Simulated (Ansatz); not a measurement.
# FH3O3Sn: one species, many methods

Aim: compute FH3O3Sn with functionals from several rungs and with coupled cluster. The yardstick is the atomisation energy at the CCSD(T) limit.

Computed with Ansatz 0.2.0, Gaussian basis. Level: functionals in def2-TZVPP, the program's frozen cores in correlated methods.

Levels to be run: LDA (SPW92), PBE-D4, revPBE-D4, BLYP-D4, r2SCAN-D4, B97M-V, PBE0-D4, B3LYP-D4, r2SCANh-D4, r2SCAN0-D4, HSE06-D4, BHLYP-D4, CAM-B3LYP-D4, LC-ωPBE, ωB97X-V, ωB97M-V, B2PLYP, PBE-QIDH; CCSD(T)/def2-SVP; CCSD(T)/def2-TZVPP; MP2/def2-QZVPP; extrapolation to the limit; RPA on PBE.

2 further runs of the same task are left out: 2 for a known fault of the program.

### 1 The relaxed structure

The geometry comes from an earlier relaxation with PBE0-D4 in a triple-zeta def2 set; it is a stationary point, not always the lowest conformer. Sn takes the def2 core potential; no spin-orbit term is included.

8 atoms, charge 0, spin multiplicity 1.

Atoms are counted from 1 here; the program's logs count them from 0.

Bond lengths: O1–Sn2 1.934 Å, O1–H6 0.962 Å, Sn2–O3 1.928 Å, Sn2–O4 1.935 Å, Sn2–F5 1.908 Å, O3–H7 0.962 Å, O4–H8 0.961 Å. Angles: Sn2–O1–H6 111.9°, O1–Sn2–O3 113.9°, O1–Sn2–O4 112.2°, O1–Sn2–F5 104.1°, O3–Sn2–O4 107.0°, O3–Sn2–F5 108.7°, O4–Sn2–F5 111.0°, Sn2–O3–H7 112.1°, Sn2–O4–H8 113.6°.

### 2 LDA

This LDA is Slater exchange with PW92 correlation.

Input file in.yaml:

```yaml
crystal:
  periodic: [false, false, false]
  atoms:
    - {symbol: O, position_ang: [-1.241679, 1.129380, 0.797676]}
    - {symbol: Sn, position_ang: [0.114602, 0.109303, -0.130421]}
    - {symbol: O, position_ang: [1.855275, 0.194666, 0.694407]}
    - {symbol: O, position_ang: [-0.351293, -1.763092, -0.277135]}
    - {symbol: F, position_ang: [0.214458, 0.925468, -1.852407]}
    - {symbol: H, position_ang: [-1.463061, 1.940426, 0.330113]}
    - {symbol: H, position_ang: [2.255457, -0.675449, 0.784266]}
    - {symbol: H, position_ang: [-1.291659, -1.917701, -0.402300]}
basis:
  gaussian: {orbitals: def2-TZVPP}
hamiltonian: {xc: lda}
output: {orbitals: {seedname: orbitals}}
```

On the command line:

```console
> ansatz run in.yaml --threads 4 --pin off --events-out ev --progress --plain --max-ram 10444MiB
```

Further steps of the session: PBE-D4 (GGA); revPBE-D4 (GGA); BLYP-D4 (GGA); r2SCAN-D4 (meta-GGA); B97M-V (meta-GGA); B3LYP-D4 (hybrid); r2SCANh-D4 (hybrid); r2SCAN0-D4 (hybrid); HSE06-D4 (hybrid); BHLYP-D4 (hybrid); CAM-B3LYP-D4 (range-separated); LC-ωPBE (range-separated); ωB97X-V (range-separated); ωB97M-V (range-separated); B2PLYP (double hybrid); PBE-QIDH (double hybrid); CCSD(T) in def2-SVP; CCSD(T) in def2-TZVPP; MP2 in def2-QZVPP; RPA on PBE orbitals.

**Question.** What will the summary of the whole plan be? Wanted: atomisation energy, CCSD(T)/CBS; farthest beyond LDA; mean size of error, GGA; mean size of error, meta-GGA; mean size of error, hybrid; mean size of error, range-separated; mean size of error, double hybrid; gap, smallest and largest; T1 diagnostic.

**Answer**, as computed:

| quantity | value |
| --- | --- |
| atomisation energy, CCSD(T)/CBS | 2854.0 kJ/mol |
| functionals within 28.5 kJ/mol (1.0 %) | PBE-D4 |
| farthest beyond LDA | BHLYP-D4 (-256.0 kJ/mol) |
| mean size of error, GGA | 50.3 kJ/mol |
| mean size of error, meta-GGA | 49.2 kJ/mol |
| mean size of error, hybrid | 140.0 kJ/mol |
| mean size of error, range-separated | 54.9 kJ/mol |
| mean size of error, double hybrid | 108.7 kJ/mol |
| gap, smallest and largest | 4.56 eV (LDA (SPW92)), 12.72 eV (LC-ωPBE) |
| T1 diagnostic | 0.0147 |
| triples share of the correlation energy | 3.3 % |

In words: The LDA atomisation energy is off by 474.4 kJ/mol (17 %): it overbinds. PBE-D4 is off by +16.7 kJ/mol. Double hybrids carry the basis error of their MP2 part in triple zeta, and no dispersion term here, so their miss is partly the set-up's. Taken by rung, meta-GGA functionals do best (49.2 kJ/mol on average) and hybrid ones worst beyond LDA (140.0 kJ/mol). The gap between the best rungs is small, so their order is not settled. The mean of the hybrids holds BHLYP, with half exact exchange. The reference freezes the cores and leaves out spin-orbit coupling and excitations past (T), and its outer-core shells are covered unevenly, so misses under about 28.5 kJ/mol can't be ranked. All levels share the lack of spin-orbit coupling, which lowers the free heavy atoms and so the true binding. Hartree-Fock recovers 61 % of the binding; the rest is correlation. CCSD(T) in def2-SVP is off by -333.9 kJ/mol, which most functionals beat. The gap grows from 4.6 to 12.7 eV across the functionals, mostly with the share of exact exchange. Correlated methods include outer-core shells of Sn, which these sets cover unevenly.
